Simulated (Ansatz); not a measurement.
# BClF2H2O: the cost of one run

All numbers below are computed with Ansatz 0.2.0 (RKS r2SCAN-D4/def2-SVP).

## Step 1: The system as given

Bond lengths: B1–Cl2 2.210 Å, B1–F3 1.320 Å, B1–F4 1.320 Å, B1–O5 1.710 Å, O5–H6 1.010 Å, Cl2–H7 1.346 Å, O5–H7 1.148 Å. Angles: B1–Cl2–H7 63.4°, Cl2–B1–F3 120.0°, Cl2–B1–F4 120.0°, Cl2–B1–O5 71.6°, F3–B1–F4 120.0°, F3–B1–O5 97.0°, F4–B1–O5 101.2°, B1–O5–H6 109.5°, B1–O5–H7 87.0°, H6–O5–H7 140.4°, Cl2–H7–O5 137.9°.

Structure file:

```xyz
7

B     0.0000    0.0000    0.0000
Cl    0.0000    0.0000    2.2100
F     1.1431    0.0000   -0.6600
F    -1.1431    0.0000   -0.6600
O     0.0715   -1.6212    0.5392
H    -0.4750   -2.2058   -0.0770
H     0.0530   -1.2026    1.6085
```

## Step 2: Pulling towards end A

Springs on the bonds that form and break draw the guess towards this end; the thresholds are loose.

Input file input.yaml:

```yaml
crystal:
  periodic: [false, false, false]
  atoms:
    - { symbol: B, position_ang: [0.0, 0.0, 0.0] }
    - { symbol: Cl, position_ang: [0.0, 0.0, 2.21] }
    - { symbol: F, position_ang: [1.1431, 0.0, -0.66] }
    - { symbol: F, position_ang: [-1.1431, 0.0, -0.66] }
    - { symbol: O, position_ang: [0.0715, -1.6212, 0.5392] }
    - { symbol: H, position_ang: [-0.475, -2.2058, -0.077] }
    - { symbol: H, position_ang: [0.053, -1.2026, 1.6085] }
basis:
  gaussian: { orbitals: def2-SVP }
hamiltonian:
  xc: r2scan
  dispersion: d4
relax:
  f_tol: 0.15
  max_steps: 25
  restrain:
    - { distance: [0, 4], at: 2.61, k: 30.0 }
    - { distance: [6, 1], at: 2.57, k: 30.0 }
    - { distance: [0, 1], at: 1.86, k: 30.0 }
    - { distance: [6, 4], at: 1.01, k: 30.0 }
```

On the command line:

```sh
$ ansatz run input.yaml --threads 2 --pin off --max-ram 3072MiB --backend cpu --events-out ev --progress --plain --runs-dir out
```

What time and memory should one allow on 2 threads of Intel Xeon Platinum 8259CL at 2.50GHz (Skylake/Cascade Lake), shared host?

About 33 s, with a peak of 0.19 GiB.
